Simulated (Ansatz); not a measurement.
# H7NSiSn: rigid torsion scan

A script is to give a rigid torsion scan; the system is H7NSiSn.

All numbers are computed with Ansatz 0.2.0 through its Python package. Level of theory: CAM-B3LYP/def2-SVP.

## 1. Starting point

Bond lengths: N1–Si2 1.743 Å, Si2–Sn3 2.493 Å, N1–H4 1.002 Å, N1–H5 1.104 Å, Si2–H6 1.487 Å, Si2–H7 1.481 Å, Sn3–H8 1.726 Å, Sn3–H9 1.783 Å, Sn3–H10 1.791 Å. Angles (14 of 15 angles, heavy atoms first): N1–Si2–Sn3 107.4°, N1–Si2–H6 110.9°, N1–Si2–H7 110.7°, Sn3–Si2–H6 110.1°, Sn3–Si2–H7 109.1°, Si2–N1–H4 106.9°, Si2–N1–H5 106.8°, Si2–Sn3–H8 110.5°, Si2–Sn3–H9 110.4°, Si2–Sn3–H10 109.6°, H6–Si2–H7 108.6°, H4–N1–H5 105.0°, H8–Sn3–H9 111.9°, H8–Sn3–H10 107.6°.

No structure file is read: the coordinates are typed or built in the script.

## 2. Script

The input, run_torsion.py:

```python
'''Energy of H7NSiSn as one group turns about a bond.'''

import logging
import sys

import ansatz as az
from ase import Atoms

logging.basicConfig(stream=sys.stdout, format='%(levelname)s %(message)s')
logger = logging.getLogger('calc')
logger.setLevel(logging.INFO)

SETTINGS = {
    'basis': 'def2-SVP',
    'functional': 'cam_b3lyp',
    'force_tol': 0.02,
}

atoms = Atoms(['N', 'Si', 'Sn', 'H', 'H', 'H', 'H', 'H', 'H', 'H'], positions=[
    [-1.6538, 0.4943, -0.7089],
    [0.0366, 0.8176, -0.4333],
    [0.9116, -0.9966, 1.0349],
    [-1.7061, -0.3644, -1.223],
    [-2.0167, 1.2685, -1.4078],
    [0.225, 2.1396, 0.2214],
    [0.7856, 0.811, -1.7115],
    [0.7523, -2.5312, 0.2619],
    [0.0947, -0.9629, 2.6192],
    [2.654, -0.7272, 1.35],
])

# start the scan from a relaxed geometry
first = (
    az.Crystal.molecule_from_ase(atoms).calculation()
    .basis(gaussian=SETTINGS['basis'])
    .functional(SETTINGS['functional'])
    .relax(force_tolerance=SETTINGS['force_tol'], max_steps=80)
)
atoms.positions = first.run(threads=1).report['positions_ang']

start = atoms.get_dihedral(2, 1, 0, 3)
energies = {}
for turn in range(0, 360, 40):
    turned = atoms.copy()
    turned.set_dihedral(2, 1, 0, 3, start + turn, indices=[0, 3, 4])
    setup = (
        az.Crystal.molecule_from_ase(turned).calculation()
        .basis(gaussian=SETTINGS['basis'])
        .functional(SETTINGS['functional'])
    )
    energies[round((start + turn) % 360)] = setup.run(threads=1).report['free_energy_ev']
floor = min(energies.values())
logger.info('dihedral Sn2-Si1-N0-H3 (deg)   E - E(min) (kcal/mol)')
for angle, e in sorted(energies.items()):
    logger.info(f'{angle:8d} {23.060548 * (e - floor):14.3f}  ' + '#' * int(30 * (e - floor) / max(max(energies.values()) - floor, 1e-9)))
```

## 3. The input behind the calls

The engine receives this input (first run):

```yaml
crystal:
  periodic: [false, false, false]
  atoms:
    - { symbol: "N", position_ang: [-1.6538, 0.4943, -0.7089] }
    - { symbol: Si, position_ang: [0.0366, 0.8176, -0.4333] }
    - { symbol: Sn, position_ang: [0.9116, -0.9966, 1.0349] }
    - { symbol: H, position_ang: [-1.7061, -0.3644, -1.223] }
    - { symbol: H, position_ang: [-2.0167, 1.2685, -1.4078] }
    - { symbol: H, position_ang: [0.225, 2.1396, 0.2214] }
    - { symbol: H, position_ang: [0.7856, 0.811, -1.7115] }
    - { symbol: H, position_ang: [0.7523, -2.5312, 0.2619] }
    - { symbol: H, position_ang: [0.0947, -0.9629, 2.6192] }
    - { symbol: H, position_ang: [2.654, -0.7272, 1.35] }
basis:
  gaussian:
    orbitals: def2-SVP
hamiltonian:
  xc: cam_b3lyp
relax:
  f_tol: 0.02
  max_steps: 80
```

## 4. Running it

The run is started by

```
$ python run_torsion.py
```

The log of the run:

```text
INFO dihedral Sn2-Si1-N0-H3 (deg)   E - E(min) (kcal/mol)
INFO       27          2.630  ##############################
INFO       67          1.899  #####################
INFO      107          1.173  #############
INFO      147          1.519  #################
INFO      187          2.110  ########################
INFO      227          2.620  #############################
INFO      267          1.388  ###############
INFO      307          0.000
INFO      347          1.354  ###############
```

It took 2.6 min on 1 thread of Arm Neoverse N1, shared host; peak memory 0.31 GiB.

Lines on the test bed's own set-up are left out of the output.

## 5. Path of the relaxation of run 0

Step by step:

```
step  E - E(step 1) (eV)  largest force component (eV/Å)
   1              0.0000                          2.8182
   2             -0.2097                          1.0715
   3             -0.2713                          1.0628
   4             -0.3143                          0.4749
   5             -0.3604                          0.7920
   6             -0.3725                          0.1493
   7             -0.3764                          0.0245
   8             -0.3770                          0.0083
   9             -0.3771                          0.0207
  10             -0.3772                          0.0118
  11             -0.3771                          0.0199
```

Step 1 is the start.

Before: Bond lengths: N1–Si2 1.743 Å, Si2–Sn3 2.493 Å, N1–H4 1.002 Å, N1–H5 1.104 Å, Si2–H6 1.487 Å, Si2–H7 1.481 Å, Sn3–H8 1.726 Å, Sn3–H9 1.783 Å, Sn3–H10 1.791 Å. Angles (14 of 15 angles, heavy atoms first): N1–Si2–Sn3 107.4°, N1–Si2–H6 110.9°, N1–Si2–H7 110.7°, Sn3–Si2–H6 110.1°, Sn3–Si2–H7 109.1°, Si2–N1–H4 106.9°, Si2–N1–H5 106.8°, Si2–Sn3–H8 110.5°, Si2–Sn3–H9 110.4°, Si2–Sn3–H10 109.6°, H6–Si2–H7 108.6°, H4–N1–H5 105.0°, H8–Sn3–H9 111.9°, H8–Sn3–H10 107.6°.

After: Bond lengths: N1–Si2 1.733 Å, Si2–Sn3 2.570 Å, N1–H4 1.014 Å, N1–H5 1.014 Å, Si2–H6 1.490 Å, Si2–H7 1.498 Å, Sn3–H8 1.715 Å, Sn3–H9 1.712 Å, Sn3–H10 1.713 Å. Angles (14 of 15 angles, heavy atoms first): N1–Si2–Sn3 108.1°, N1–Si2–H6 107.4°, N1–Si2–H7 116.0°, Sn3–Si2–H6 110.1°, Sn3–Si2–H7 108.7°, Si2–N1–H4 120.4°, Si2–N1–H5 120.1°, Si2–Sn3–H8 110.5°, Si2–Sn3–H9 110.8°, Si2–Sn3–H10 112.0°, H6–Si2–H7 106.5°, H4–N1–H5 110.7°, H8–Sn3–H9 107.6°, H8–Sn3–H10 107.6°.

Run 0 is this relaxation; the runs after it count from 1.

## 6. What each run gave

The 9 runs, in the order started:

```
run  turn (°)  energy from run 1 (eV)  SCF cycles  CPU time (s)
  1         0                  0.0000          15           5.8
  2        40                  0.0587          16           5.9
  3        80                  0.1141          15           5.8
  4       120                  0.0823          15           5.8
  5       160                  0.0509          15           5.8
  6       200                  0.0659          16           5.9
  7       240                  0.0915          15           5.8
  8       280                  0.1136          16           5.8
  9       320                  0.0602          16           5.9
```

## 7. Results

| quantity | value |
| --- | --- |
| runs compared | 9 |
| range of energy | 0.114 eV |
| lowest point, turn (°) | 0 |

**Reading.** The lowest point lies at a turn of 0°, the highest 0.114 eV (11.0 kJ/mol) above it at 80°. The grid can miss the true lowest and highest points, and the rest of the molecule is held rigid. Run 0: The relaxation took 10 moves; the largest shift is 0.289 Å, of atom 7 (H). Caveats:
- The scan is rigid and the energies are electronic, in a modest basis. With rigid groups the curve can differ much from the relaxed path, the start wasn't checked as a minimum of this torsion, and equivalent turns needn't return to the same energy.
- def2 sets replace the cores of elements past krypton by effective core potentials.
